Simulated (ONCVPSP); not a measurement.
# Chlorine: generating and testing an ONCV potential

Task: generate the file, and judge it by its errors in other configurations, its logarithmic derivatives, its ghosts and its cutoff.

The numbers are computed with ONCVPSP 4.0.1 (PBE, scalar-relativistic, spin-unpolarised reference atom).

## Step 1: The design

The settings as typed:

```
element                 : chlorine (Cl, Z = 17)
type                    : optimised norm-conserving Vanderbilt (ONCV)
frozen core             : [Ne]
valence charge          : 7
reference configuration : 3s2 3p4.5 (charge +0.5)
partial waves           : 3s: rc 1.20 bohr, ncon 4, nbas 8, qcut 4.7 1/bohr, 3 projectors, debl 1.9 Ha; 3p: rc 1.10 bohr, ncon 4, nbas 7, qcut 9.1 1/bohr, 2 projectors, debl 1.6 Ha; d scattering state at 0.13 Ha: rc 1.30 bohr, ncon 4, nbas 8, qcut 6.7 1/bohr, 2 projectors, debl 1.8 Ha
local potential         : polynomial inside 0.80 bohr (lpopt 5, dvloc0 0 Ha)
core correction         : Teter function, fcfact 4.5, rcfact 1.3
```

The nodes and maxima of the atom's own shells, from an earlier all-electron run, set the scale for the radii.

All-electron outer shells of the reference configuration (PBE, scalar-relativistic, ld1.x):

```tsv
shell	level (eV)	outermost node (bohr)	outermost maximum (bohr)
2s	-258.81	0.12	0.36
2p	-197.75	–	0.30
3s	-26.19	0.55	1.27
3p	-13.81	0.53	1.41
```

## Step 2: The generation run

Input file Cl.dat:

```
# ATOM AND REFERENCE CONFIGURATION
# atsym  z   nc   nv     iexc    psfile
  Cl 17.00    3    2        4      upf
#
#   n    l    f
    1    0    2.00
    2    0    2.00
    2    1    6.00
    3    0    2.00
    3    1    4.50
#
# PSEUDOPOTENTIAL AND OPTIMIZATION
# lmax
    2
#
#   l,   rc,      ep,       ncon, nbas, qcut
    0    1.20    0.00    4    8    4.70
    1    1.10    0.00    4    7    9.10
    2    1.30    0.13    4    8    6.70
#
# LOCAL POTENTIAL
# lloc, lpopt,  rc(5),   dvloc0
    4    5    0.80    0.00
#
# VANDERBILT-KLEINMAN-BYLANDER PROJECTORs
# l, nproj, debl
    0    3    1.90
    1    2    1.60
    2    2    1.80
#
# MODEL CORE CHARGE
# icmod, fcfact, rcfact
    3    4.50    1.30
#
# LOG DERIVATIVE ANALYSIS
# epsh1, epsh2, depsh
   -2.00    5.00    0.02
#
# OUTPUT GRID
# rlmax, drl
    6.00    0.01
#
# TEST CONFIGURATIONS
# ncnf
    4
# nvcnf
#   n    l    f
    2
    3    0    2.00
    3    1    5.00
#
    2
    3    0    2.00
    3    1    4.00
#
    2
    3    0    2.00
    3    1    3.00
#
    2
    3    0    1.00
    3    1    5.00
#
```

Launch:

```bash
$ oncvpsp.x < Cl.dat > Cl.out
```

Before running it: what results should come out? Wanted: cutoffs for 1 and 0.1 mHa per electron, occupied waves; bound ghosts; GHOST(+) flags; largest test error; largest phase difference near zero energy, channels read; rms error of d²Exc/dn², without and with the model core.

**Answer**, as computed:

```
                                                quantity                             value
  cutoffs for 1 and 0.1 mHa per electron, occupied waves                  35 Ha and 103 Ha
                                            bound ghosts  s at -218.51 eV, p at -132.59 eV
                                          GHOST(+) flags         s at 656 eV, s at 1487 eV
                            largest test error (AE − PS)             +3.3 meV, for 3s2 3p3
largest phase difference near zero energy, channels read                         0.000 rad
 rms error of d²Exc/dn², without and with the model core                 1.51 and 0.10 mHa
```

It has a bound ghost (s, p), a state that the atom doesn't have, and that rules the file out. The worst unpolarised test, 3s2 3p3, is off by 3.3 meV on 33.7 eV; by total energies transferability rates as very good. Atomic tests can pass in spite of a ghost, since they solve only for the levels asked. The potential is of middling hardness: the looser tolerance needs 35 Ha. The tighter tolerance needs 103 Ha, and converged work needs a cutoff nearer that. Near zero energy the phases of the channels with partial waves agree within 0.001 rad. The program also flags highly localised states, GHOST(+) (s).
